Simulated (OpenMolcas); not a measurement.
# Rh⁺: CASSCF and CASPT2 terms and fine-structure levels

Which level of Rh⁺ lies lowest, and where do the others fall? The reference wave functions come first, then spin-orbit coupling, then second-order correlation under several settings.

Program: OpenMolcas 26.06. Level of theory: state-averaged CASSCF and CASPT2, spin-orbit coupling by RASSI with atomic mean-field integrals. These are calculated values, not measurements, unless marked.

### Step 1. The system

* Species: Rh⁺ (rhodium, Z = 45, 44 electrons)
* Basis: ANO-R1 [6s4p3d1f], 40 functions
* Scalar Hamiltonian: X2C, finite nucleus
* Inactive shells: 1s 2s 2p 3s 3p 3d 4s 4p
* Active space: 8 electrons in 5 orbitals (4d)
* Some configurations of this space: 4d⁸
* Orbitals: optimised for each spin and parity, averaged over all roots

The outer shells:

4d8
```
4d [↑↓][↑↓][↑↓][↑ ][↑ ]
```

Each step is its own input file, run in one work folder so that later steps find the files of earlier ones. Labels, J, g values, rates, χT and fits are worked out afterwards by a script from the matrices that RASSI stores.

### Step 2. GATEWAY and SEWARD: basis and integrals

Contents of a.inp:

```
&GATEWAY
Coord
1

Rh 0.0 0.0 0.0
Basis=ANO-R1
Group=XYZ
NoMove
AngMom=0.0 0.0 0.0
AMFI
&SEWARD
```

Run with:

```sh
$ OMP_NUM_THREADS=1 MOLCAS_MEM=1689 MOLCAS_PROJECT=a pymolcas a.inp > a.log
```

### Step 3. Reference wave functions, triplets of even parity, 10 roots

Contents of a.inp:

```
&RASSCF
FileOrb=start.orb
Symmetry=1
Spin=3
nActEl=8 0 0
Inactive=9 9
Ras2=5 0
CIRoot=10 10 1
SDav=10
CIMx=300
Iter=120 100
PrWF=0.3
OrbListing=Nothing
MaxOrb=0
Atom
>>> COPY $Project.JobIph JOB001
```

start.orb holds the contracted functions of the basis, ordered by shell, or the orbitals of the step before.

### Step 4. CASSCF: singlets of even parity, 15 roots

Contents of a.inp:

```
&RASSCF
FileOrb=start.orb
Symmetry=1
Spin=1
nActEl=8 0 0
Inactive=9 9
Ras2=5 0
CIRoot=15 15 1
SDav=15
CIMx=300
Iter=120 100
PrWF=0.3
OrbListing=Nothing
MaxOrb=0
Atom
>>> COPY $Project.JobIph JOB002
```

### Step 5. State interaction with spin-orbit coupling

Contents of a.inp:

```
&RASSI
NrOfJobIphs=2 10 15
1 2 3 4 5 6 7 8 9 10
1 2 3 4 5 6 7 8 9 10 11 12 13 14 15
IphNames
JOB001
JOB002
EJob
SpinOrbit
DIPRint=1.0
SOCoupling=1000.0
Subsets=2
MEES
Property=10
'ANGMOM' 1 'ANGMOM' 2 'ANGMOM' 3 'MLTPL  1' 1 'MLTPL  1' 2 'MLTPL  1' 3
'AMFI' 1 'AMFI' 2 'AMFI' 3 'MLTPL  2' 6
SOProperty=3
'ANGMOM' 1 'ANGMOM' 2 'ANGMOM' 3
```

### Step 6. CASPT2: IPEA 0.25, imaginary shift 0.1 (closed shells correlated: 4s 4p)

Contents of a.inp:

```
>>> COPY JOB001 $Project.JobIph
&CASPT2
Multistate=10 1 2 3 4 5 6 7 8 9 10
Frozen=8 6
IPEA=0.25
Imaginary=0.1
MaxIter=60
WThr=0.0 0.3 0.05
PrWF=0.5
NoMix
>>> COPY JOB002 $Project.JobIph
&CASPT2
Multistate=15 1 2 3 4 5 6 7 8 9 10 11 12 13 14 15
Frozen=8 6
IPEA=0.25
Imaginary=0.1
MaxIter=60
WThr=0.0 0.3 0.05
PrWF=0.5
NoMix
```

### Step 7. CASPT2: IPEA 0.25, imaginary shift 0.1 (closed shells correlated: 4s 4p), extended multistate

a.inp: that of step 6 with these lines changed.

```diff
@@ -2,3 +2,3 @@
 &CASPT2
-Multistate=10 1 2 3 4 5 6 7 8 9 10
+XMultistate=10 1 2 3 4 5 6 7 8 9 10
 Frozen=8 6
@@ -12,3 +12,3 @@
 &CASPT2
-Multistate=15 1 2 3 4 5 6 7 8 9 10 11 12 13 14 15
+XMultistate=15 1 2 3 4 5 6 7 8 9 10 11 12 13 14 15
 Frozen=8 6
```

(Steps that only read results are left out.)

What does the calculation give? Wanted: lowest level; first excited level; lowest level of another term; spin-orbit lowering of the lowest level; strongest of the lines computed, by gA.

**Answer**, as computed:

| quantity | value |
| --- | --- |
| method | SS-CASPT2, IPEA 0.25, imaginary shift 0.1 (closed shells correlated: 4s 4p) |
| lowest level | 4d⁸ ³F₄, 100 % of that term, g = 1.249 |
| ground level listed by NIST | 3F4 |
| first excited level | 4d⁸ ³F₃ at 2390 cm⁻¹ |
| lowest level of another term | 4d⁸ ¹D₂ at 9590 cm⁻¹ |
| spin-orbit lowering of the lowest level | 1810 cm⁻¹ |
| strongest of the lines computed, by gA (one parity, so forbidden lines), at SS-CASPT2 energies | 4d⁸ ¹S₀ → 4d⁸ ³P₁, 417.4 nm, A = 1.07e+01 s⁻¹ |

Cost and accuracy by method:

```csv
method,time of its own steps,time with the reference,mean absolute difference from the measured levels (cm-1)
A. CASSCF,9.5 s,9.5 s,2200
"B. SS-CASPT2, IPEA 0.25, imaginary shift 0.1, +4s 4p",4.1 s,14 s,1600
"C. XMS-CASPT2, IPEA 0.25, imaginary shift 0.1, +4s 4p",3.8 s,13 s,1500
```

Times are of one thread on a shared host.

**Reading.** The multiplet ³F is inverted; its intervals divided by the larger J differ by 38 % of their mean, where Landé's rule for pure LS coupling makes them equal. Second-order correlation (method B) scales the levels of the lowest configuration above 5000 cm⁻¹ by 0.82 to 0.91. Method C lies closest to the measured levels (1500 cm⁻¹ on average) and A farthest (2200). Only the configurations of the active space and the roots asked for are present. Measured levels are paired by their LS label, which is uncertain where the leading share is low. CASPT2 does not keep the components of a term degenerate, and the means are used. Only valence configurations of the active space appear, up to the ionisation limit; * or ° marks odd parity.
